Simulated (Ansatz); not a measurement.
**ClFH₂SSn: a ladder of functionals and wavefunction methods**

Aim: compute ClFH₂SSn with functionals from several rungs and with coupled cluster. The yardstick is the atomisation energy at the CCSD(T) limit.

Computed with Ansatz 0.2.0, Gaussian basis. Level: functionals in def2-TZVPP, the program's frozen cores in correlated methods.

The runs, in order: LDA (SPW92), PBE-D4, revPBE-D4, BLYP-D4, r2SCAN-D4, B97M-V, PBE0-D4, B3LYP-D4, r2SCANh-D4, r2SCAN0-D4, HSE06-D4, BHLYP-D4, CAM-B3LYP-D4, LC-ωPBE, ωB97X-V, ωB97M-V, B2PLYP, PBE-QIDH; CCSD(T)/def2-SVP; CCSD(T)/def2-TZVPP; MP2/def2-QZVPP; extrapolation to the limit; RPA on PBE.

**1. Structure used throughout**

All runs share one geometry, relaxed beforehand with PBE0-D4 in a triple-zeta def2 set. Sn takes the def2 core potential; no spin-orbit term is included.

6 atoms, charge 0, spin multiplicity 1.

Atoms are counted from 1 here; the program's logs count them from 0.

Bond lengths: F1–Sn2 1.911 Å, Sn2–S3 2.366 Å, Sn2–Cl4 2.307 Å, Sn2–H5 1.693 Å, S3–H6 1.345 Å. Angles: F1–Sn2–S3 108.3°, F1–Sn2–Cl4 102.9°, F1–Sn2–H5 107.5°, S3–Sn2–Cl4 109.8°, S3–Sn2–H5 115.2°, Cl4–Sn2–H5 112.3°, Sn2–S3–H6 92.0°.

**2. LDA**

This LDA is Slater exchange with PW92 correlation.

Contents of in.yaml:

```yaml
crystal:
  periodic: [false, false, false]
  atoms:
    - {symbol: F, position_ang: [-1.817070, 0.320640, -0.819224]}
    - {symbol: Sn, position_ang: [0.043977, -0.034279, -0.570848]}
    - {symbol: S, position_ang: [0.793988, 1.204167, 1.300798]}
    - {symbol: Cl, position_ang: [0.076842, -2.288117, -0.081180]}
    - {symbol: H, position_ang: [0.828378, 0.318379, -2.028884]}
    - {symbol: H, position_ang: [0.115984, 0.415208, 2.153137]}
basis:
  gaussian: {orbitals: def2-TZVPP}
hamiltonian: {xc: lda}
output: {orbitals: {seedname: orbitals}}
```

The runs that follow: PBE-D4 (GGA); revPBE-D4 (GGA); BLYP-D4 (GGA); r2SCAN-D4 (meta-GGA); B97M-V (meta-GGA); PBE0-D4 (hybrid); B3LYP-D4 (hybrid); r2SCANh-D4 (hybrid); r2SCAN0-D4 (hybrid); HSE06-D4 (hybrid); BHLYP-D4 (hybrid); CAM-B3LYP-D4 (range-separated); LC-ωPBE-D4 (range-separated); ωB97X-V (range-separated); ωB97M-V (range-separated); B2PLYP (double hybrid); PBE-QIDH (double hybrid); CCSD(T) in def2-SVP; CCSD(T) in def2-TZVPP; MP2 in def2-QZVPP; RPA on PBE orbitals.

Before running them: what should the planned runs give, taken together? Wanted: atomisation energy, CCSD(T)/CBS; farthest beyond LDA; mean size of error, GGA; mean size of error, meta-GGA; mean size of error, hybrid; mean size of error, range-separated; mean size of error, double hybrid; gap, smallest and largest; T1 diagnostic.

As calculated:

| quantity | value |
| --- | --- |
| atomisation energy, CCSD(T)/CBS | 1698.4 kJ/mol |
| functionals within 17.0 kJ/mol (1.0 %) | PBE-D4, r2SCAN-D4, ωB97X-V |
| farthest beyond LDA | BHLYP-D4 (-109.4 kJ/mol) |
| mean size of error, GGA | 34.0 kJ/mol |
| mean size of error, meta-GGA | 20.0 kJ/mol |
| mean size of error, hybrid | 58.1 kJ/mol |
| mean size of error, range-separated | 28.6 kJ/mol |
| mean size of error, double hybrid | 60.4 kJ/mol |
| gap, smallest and largest | 4.04 eV (LDA (SPW92)), 11.42 eV (LC-ωPBE) |
| T1 diagnostic | 0.0128 |
| triples share of the correlation energy | 3.5 % |

In words: The LDA atomisation energy is off by 256.2 kJ/mol (15 %): it overbinds. PBE-D4 misses by +0.5 kJ/mol. Double hybrids carry the basis error of their MP2 part in triple zeta, and no dispersion term here, so their miss is partly the set-up's. By mean error the best rung here is meta-GGA (20.0 kJ/mol) and the worst beyond LDA is double hybrid (60.4 kJ/mol). The reference freezes the cores and leaves out spin-orbit coupling and excitations past (T), and its outer-core shells are covered unevenly, so misses under about 17.0 kJ/mol can't be ranked. All levels share the lack of spin-orbit coupling, which lowers the free heavy atoms and so the true binding. Hartree-Fock recovers 67 % of the binding; the rest is correlation. CCSD(T) in def2-SVP is off by -195.0 kJ/mol, more than most functionals: a good method in a small basis is no reference. The gap grows from 4.0 to 11.4 eV across the functionals, mostly with the share of exact exchange. Correlated methods include outer-core shells of Sn, which these sets cover unevenly.
